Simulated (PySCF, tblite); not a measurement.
**C5H10BClS: geometry, infrared bands and NMR shifts**

Wanted: the infrared bands and NMR shifts of C5H10BClS (`C[C@@H]1C[C@@H](C)B(Cl)S1`), by calculation.

Programs: tblite 0.8.0 and PySCF 2.14.0, with density-fitted response routines of our own. Each step states its level of theory. These are calculated values for one molecule in the gas phase, unless marked as measured. Atoms are numbered from 0 throughout.

## 1. The starting structure

18 atoms, charge 0, multiplicity 1; geometry from: force field or distance geometry start.

Bonds of the start (Å): C0–C1 1.53, C1–C2 1.47, C2–C3 1.47, C3–C4 1.53, C3–B5 1.55, B5–Cl6 1.83, B5–S7 1.91, S7–C1 1.83, C0–H8 1.11, C0–H9 1.12, C0–H10 1.09, C1–H11 1.11, C2–H12 1.11, C2–H13 1.11, C3–H14 1.10, C4–H15 1.12, C4–H16 1.09, C4–H17 1.11.

## 2. Relaxing the molecule with GFN2-xTB

The job: settings as JSON, then the geometry in Å.

```
{"job": {"kind": "relax", "xc": "GFN2-xTB", "basis": "xTB"}, "charge": 0, "multiplicity": 1}
C      2.321800     0.315900    -0.304000
C      1.176900    -0.266200     0.524100
C      0.231000    -0.873900    -0.415800
C     -0.881700     0.012000    -0.804400
C     -2.238900    -0.527900    -0.339500
B     -0.763300     1.445100    -0.216700
Cl    -1.516300     2.995300    -0.828900
S      0.367100     1.178700     1.300400
H      2.409000     1.405800    -0.115400
H      2.025300     0.221400    -1.377500
H      3.269900    -0.162300    -0.068700
H      1.601500    -0.957000     1.289000
H      0.793100    -1.156400    -1.325300
H     -0.164100    -1.836600    -0.016400
H     -0.955800     0.101700    -1.902200
H     -3.021600     0.115300    -0.814700
H     -2.392800    -1.573000    -0.625700
H     -2.269700    -0.431600     0.765300
```

Command:

```sh
$ OMP_NUM_THREADS=1 python probes_run.py task.json out
```

One launch serves the whole session: the jobs run in the order shown.

**Question.** This job is followed by: GFN2-xTB harmonic vibrations, gas phase; GIAO PBE0/pcSseg-1 NMR shielding, non-relativistic, gas phase. Predict these results of the whole session: strongest single infrared mode (GFN2-xTB); zero-point energy (GFN2-xTB); ¹³C shifts against TMS (PBE0/pcSseg-1); ¹H shifts against TMS (PBE0/pcSseg-1, means over atoms taken as alike); ¹¹B shifts against BF3·OEt2 (PBE0/pcSseg-1); ³⁵Cl shifts against HCl (PBE0/pcSseg-1); ³³S shifts against CS2 (PBE0/pcSseg-1).

As calculated:

```
                                                              quantity                                   value
                             strongest single infrared mode (GFN2-xTB)                    866 cm⁻¹, 126 km/mol
                                          zero-point energy (GFN2-xTB)                           90.8 kcal/mol
                                ¹³C shifts against TMS (PBE0/pcSseg-1)        54.8, 47.7, 36.7, 26.2, 17.8 ppm
¹H shifts against TMS (PBE0/pcSseg-1, means over atoms taken as alike)  3.74, 1.96, 1.95, 1.75, 1.37, 1.14 ppm
                           ¹¹B shifts against BF3·OEt2 (PBE0/pcSseg-1)                                69.1 ppm
                               ³⁵Cl shifts against HCl (PBE0/pcSseg-1)                                 163 ppm
                                ³³S shifts against CS2 (PBE0/pcSseg-1)                                 159 ppm
```

Over 107 steps the energy fell by 1.186 eV; of the close pairs, B5–S7 changed most, 1.911 to 1.779 Å. All 48 modes are real, so the xTB geometry is a minimum. The strongest single mode, at 866 cm⁻¹, moves mainly B5. GFN2-xTB is a fitted tight-binding method: band positions and strengths are rough. Its intensities can rank the bands wrongly. At PBE0/pcSseg-1: The largest span, 581 ppm, is at Cl6, where the paramagnetic term is -361 ppm.
